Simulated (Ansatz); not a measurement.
# Ta4C3: properties at the relaxed cell

An exercise on one series of results from a longer session: the logs are not shown, and one member is left open.

Computed with Ansatz 0.2.0 (DFT r2SCAN, scalar-relativistic, plane waves, PAW, unless a step's input says otherwise).

1 further run of the same task is left out (set aside as unsound or not needed).

**The system as given**

Symmetry: Pm-3m, No. 221, cubic system. Conventional cell: a = 4.425 Å, b = 4.425 Å, c = 4.425 Å, α = 90.00°, β = 90.00°, γ = 90.00°. Ta (site symmetry 4/mmm) has 4 C at 2.21 Å as nearest neighbours. Ta (site symmetry m-3m) is surrounded by 6 C at 2.21 Å. C (site symmetry 4/mmm) is surrounded by 6 Ta at 2.21 Å.

Coordinates:

```cif
data_structure
_symmetry_space_group_name_H-M 'P 1'
_symmetry_Int_Tables_number 1
_cell_length_a 4.4248
_cell_length_b 4.4248
_cell_length_c 4.4248
_cell_angle_alpha 90.000
_cell_angle_beta 90.000
_cell_angle_gamma 90.000
_cell_volume 86.63
loop_
_atom_site_label
_atom_site_type_symbol
_atom_site_fract_x
_atom_site_fract_y
_atom_site_fract_z
_atom_site_occupancy
Ta1 Ta 0.00000 0.50000 0.50000 1
Ta2 Ta 0.50000 0.00000 0.50000 1
Ta3 Ta 0.50000 0.50000 0.00000 1
Ta4 Ta 0.00000 0.00000 0.00000 1
C1 C 0.50000 0.00000 0.00000 1
C2 C 0.00000 0.50000 0.00000 1
C3 C 0.00000 0.00000 0.50000 1
```

It goes back to an entry of the Materials Project, which need not be the stable form.

This cell was relaxed beforehand with the same method: volume 12.38 Å³/atom, gap on the mesh none (metal).

Set-up of the first run:

Input file input.yaml:

```yaml
crystal:
  lattice:
    - [4.4247933841, 0.0, 0.0]
    - [0.0, 4.4247933841, 0.0]
    - [0.0, 0.0, 4.4247933841]
  atoms:
    - { symbol: Ta, position: [0.0, 0.5, 0.5] }
    - { symbol: Ta, position: [0.5, 0.0, 0.5] }
    - { symbol: Ta, position: [0.5, 0.5, 0.0] }
    - { symbol: Ta, position: [0.0, 0.0, 0.0] }
    - { symbol: C, position: [0.5, 0.0, 0.0] }
    - { symbol: C, position: [0.0, 0.5, 0.0] }
    - { symbol: C, position: [0.0, 0.0, 0.5] }
basis:
  ecutwfc: 500
kpoints:
  mp_grid: { grid: [8, 8, 8] }
  band_path:
    path:
      - [[0.0, 0.0, 0.0], [0.0, 0.5, 0.0], [0.5, 0.5, 0.0], [0.0, 0.0, 0.0], [0.5, 0.5, 0.5], [0.0, 0.5, 0.0]]
      - [[0.5, 0.5, 0.5], [0.5, 0.5, 0.0]]
    npoints: 14
hamiltonian:
  xc: r2scan
scf:
  occupations: { method: gaussian, width: 0.1 }
  n_extra_bands: 17
output:
  forces: true
  stress: true
  eigenvalues: true
  populations: true
  dos: { projected: true, de: 0.02, nscf_kmesh: { grid: [12, 12, 12] } }
  bader: true
```

Command:

```
$ ansatz run input.yaml --threads 2 --pin off --max-ram 5120MiB --backend cpu --events-out ev --progress --plain --runs-dir out
```

Among the steps run: Bands, states and charges; The cell as listed, for comparison; Volume × 0.97; Point at V/V0 = 1.03; Point at V/V0 = 0.94; Point at V/V0 = 1.06; Volume × 0.91; The cell scaled to 1.10 of its volume; Volume × 0.88.

One of the session's tables, all rows but one given; the rest of the session is left out.

It belongs to the step «Energy against volume». 

| volume (Å³/atom) | energy above the lowest point (meV/atom) | pressure (GPa) |
| --- | --- | --- |
| 10.891 | 212.2 | 51.05 |
| 11.262 | 112.8 | 35.19 |
| 11.633 | 47.4 | 21.60 |
| 12.005 | 11.2 | 9.97 |
| 12.376 | 0.0 | 0.00 |
| 12.747 | 10.2 | -8.55 |
| 13.119 | ? | ? |
| 13.614 | 100.9 | -24.01 |

**Question.** Estimate the row for volume (Å³/atom) = 13.119.

Worked estimate for «energy above the lowest point (meV/atom)». A straight line through the neighbours (12.747, 10.2) and (13.614, 100.9) gives 10.2 + (100.9 − 10.2) × (13.119 − 12.747) / (13.614 − 12.747) = 49.1; a parabola fitted to 3 rows on both sides gives 37.6.

**Answer.** energy above the lowest point (meV/atom): 38.8; pressure (GPa): -15.87. In «energy above the lowest point (meV/atom)» the line misses by +10.3 and the parabola by -1.2.
